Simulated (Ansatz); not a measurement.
# C3H5ClSi: up Jacob's ladder to CCSD(T)

How much do the methods differ for C3H5ClSi? The plan is to run it at one geometry with functionals of several rungs and with coupled cluster, and see how far each lands from CCSD(T) at the basis-set limit for the atomisation energy.

Program: Ansatz 0.2.0, Gaussian basis. Level of theory: functionals in def2-TZVPP, the program's frozen cores in correlated methods. These are calculated values, not measurements.

Levels to be run: PBE-D4, r2SCAN-D4, PBE0-D4, B3LYP-D4, ωB97X-V, ωB97M-V, B2PLYP; CCSD(T)/def2-TZVPP; MP2/def2-QZVPP; extrapolation to the limit.

### Step 1. Structure used throughout

All runs share one geometry, relaxed beforehand with PBE0-D4 in a triple-zeta def2 set.

SMILES `[SiH3]C1(Cl)C=C1`, 10 atoms, charge 0, spin multiplicity 1.

Atoms are counted from 1 here; the program's logs count them from 0.

Bond lengths: Si1–C2 1.873 Å, Si1–H6 1.489 Å, Si1–H7 1.484 Å, Si1–H8 1.484 Å, C2–Cl3 1.835 Å, C2–C4 1.474 Å, C2–C5 1.474 Å, C4–C5 1.292 Å, C4–H9 1.077 Å, C5–H10 1.077 Å. Angles: C2–Si1–H6 108.0°, C2–Si1–H7 109.9°, C2–Si1–H8 109.9°, H6–Si1–H7 109.6°, H6–Si1–H8 109.6°, H7–Si1–H8 109.7°, Si1–C2–Cl3 107.8°, Si1–C2–C4 127.2°, Si1–C2–C5 127.1°, Cl3–C2–C4 116.7°, Cl3–C2–C5 116.7°, C4–C2–C5 52.0°, C2–C4–C5 64.0°, C2–C4–H9 144.7°, C5–C4–H9 151.2°, C2–C5–C4 64.0°, C2–C5–H10 144.7°, C4–C5–H10 151.2°.

As a file:

```xyz
10

Si   -1.04390   -0.66012   -0.83275
C     0.42581   -0.17647    0.22328
Cl    1.44103   -1.68130    0.49315
C     0.46194    0.84692    1.28407
C     1.14029    1.11325    0.21763
H    -1.87225    0.55705   -1.05328
H    -0.57664   -1.18801   -2.13876
H    -1.85066   -1.69212   -0.13509
H     0.14431    1.08721    2.28421
H     1.81316    1.74238   -0.33946
```

### Step 2. PBE-D4 (GGA)

in.yaml

```yaml
crystal:
  periodic: [false, false, false]
  atoms:
    - {symbol: Si, position_ang: [-1.043899, -0.660115, -0.832753]}
    - {symbol: C, position_ang: [0.425813, -0.176466, 0.223282]}
    - {symbol: Cl, position_ang: [1.441033, -1.681303, 0.493153]}
    - {symbol: C, position_ang: [0.461945, 0.846918, 1.284065]}
    - {symbol: C, position_ang: [1.140290, 1.113245, 0.217635]}
    - {symbol: H, position_ang: [-1.872252, 0.557055, -1.053276]}
    - {symbol: H, position_ang: [-0.576635, -1.188012, -2.138765]}
    - {symbol: H, position_ang: [-1.850658, -1.692116, -0.135085]}
    - {symbol: H, position_ang: [0.144307, 1.087212, 2.284205]}
    - {symbol: H, position_ang: [1.813156, 1.742380, -0.339461]}
basis:
  gaussian: {orbitals: def2-TZVPP}
hamiltonian: {xc: pbe, dispersion: d4}
output: {forces: true, orbitals: {seedname: orbitals}}
```

Command:

```console
> ansatz run in.yaml --threads 4 --pin off --events-out ev --progress --plain --max-ram 10444MiB
```

The runs that follow: r2SCAN-D4 (meta-GGA); PBE0-D4 (hybrid); B3LYP-D4 (hybrid); ωB97X-V (range-separated); ωB97M-V (range-separated); B2PLYP (double hybrid); CCSD(T) in def2-TZVPP; MP2 in def2-QZVPP.

Before running them: what should the planned runs give, taken together? Wanted: atomisation energy, CCSD(T)/CBS; farthest; mean size of error, hybrid; mean size of error, range-separated; gap, smallest and largest; T1 diagnostic; triples share of the correlation energy.

**Answer**, as computed:

| quantity | value |
| --- | --- |
| atomisation energy, CCSD(T)/CBS | 3655.5 kJ/mol |
| functionals within 18.3 kJ/mol (0.5 %) | B3LYP-D4 |
| farthest | PBE-D4 (+107.5 kJ/mol) |
| mean size of error, hybrid | 21.4 kJ/mol |
| mean size of error, range-separated | 21.8 kJ/mol |
| gap, smallest and largest | 4.80 eV (PBE-D4), 11.48 eV (ωB97X-V) |
| T1 diagnostic | 0.0110 |
| triples share of the correlation energy | 4.6 % |

**Reading.** PBE-D4 is off by +107.5 kJ/mol. Double hybrids carry the basis error of their MP2 part in triple zeta, and no dispersion term here, so their miss is partly the set-up's. The reference freezes the cores and leaves out relativity and excitations past (T), so misses under about 18.3 kJ/mol can't be ranked. Hartree-Fock recovers 72 % of the binding; the rest is correlation. The gap grows from 4.8 to 11.5 eV across the functionals, mostly with the share of exact exchange.
